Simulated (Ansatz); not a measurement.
# CH5ClSn: molecular dynamics

Aim: follow the molecule's vibrations and see whether its bonds hold. The start is relaxed first. Runs: 300 steps of 0.25 fs at constant energy, with velocities drawn for 100 K. SMILES of the start: [CH3][SnH2][Cl].

All numbers below are computed with Ansatz 0.2.0 (RKS B3LYP-D4/def2-SVP).

**1. The system as given**

Bond lengths: Sn1–C2 2.150 Å, C2–H3 1.110 Å, C2–H4 1.110 Å, C2–H5 1.110 Å, Sn1–H6 1.740 Å, Sn1–Cl7 2.408 Å, Sn1–H8 1.739 Å. Angles: Sn1–C2–H3 109.5°, Sn1–C2–H4 109.5°, Sn1–C2–H5 109.5°, H3–C2–H4 109.4°, H3–C2–H5 109.4°, H4–C2–H5 109.4°, C2–Sn1–H6 109.4°, C2–Sn1–Cl7 109.5°, C2–Sn1–H8 109.5°, H6–Sn1–Cl7 109.5°, H6–Sn1–H8 109.5°, Cl7–Sn1–H8 109.5°.

Coordinates:

```xyz
8

Sn    0.0000    0.0000    0.0000
C     0.0000    0.0000    2.1500
H    -0.9996   -0.3092    2.5205
H     0.7676   -0.7111    2.5205
H     0.2320    1.0203    2.5205
H     1.6408    0.0000   -0.5794
Cl   -1.1351    1.9666   -0.8025
H    -0.8195   -1.4198   -0.5794
```

**2. Preparing the start**

input.yaml reads:

```yaml
crystal:
  periodic: [false, false, false]
  atoms:
    - { symbol: Sn, position_ang: [0.0, 0.0, 0.0] }
    - { symbol: C, position_ang: [0.0, 0.0, 2.15] }
    - { symbol: H, position_ang: [-0.9996, -0.3092, 2.5205] }
    - { symbol: H, position_ang: [0.7676, -0.7111, 2.5205] }
    - { symbol: H, position_ang: [0.232, 1.0203, 2.5205] }
    - { symbol: H, position_ang: [1.6408, 0.0, -0.5794] }
    - { symbol: Cl, position_ang: [-1.1351, 1.9666, -0.8025] }
    - { symbol: H, position_ang: [-0.8195, -1.4198, -0.5794] }
basis:
  gaussian: { orbitals: def2-SVP }
hamiltonian:
  xc: b3lyp
  dispersion: d4
relax:
  f_tol: 0.02
  max_steps: 40
```

On the command line:

```sh
$ ansatz run input.yaml --threads 1 --pin off --max-ram 2048MiB --backend cpu --events-out ev --progress --plain --runs-dir out
```

Further steps of the session: The run.

Q: Predict the outcome of this session. Wanted: relaxation of the start; temperature, first and last step; temperature, second half; potential energy, second half; largest change of the total energy; bonds formed or broken.

**Answer**, as computed:

| quantity | value |
| --- | --- |
| relaxation of the start | 2 moves, 0.049 eV lower |
| length | 300 steps of 0.25 fs |
| temperature, first and last step | 100 and 31 K |
| temperature, second half | mean 52 K, from 31 to 84 K |
| potential energy, second half | +5 meV/atom from the start |
| largest change of the total energy | 0.01 meV/atom |
| bonds formed or broken | 0 |

**Reading.** The temperature starts at 100 K and averages 52 K in the second half, where it ranges from 31 to 84 K; a mean near half the start is what vibrations about a minimum give, since they share energy equally between motion and strain. The total energy strays from its start by at most 0.01 meV/atom, 0.1 % of the mean kinetic energy, so a step of 0.25 fs is short enough over this time. No bond forms or breaks. Averages from a run of 75 fs with 8 atoms are rough. The nuclei move classically, without zero-point motion, which matters most for hydrogen.
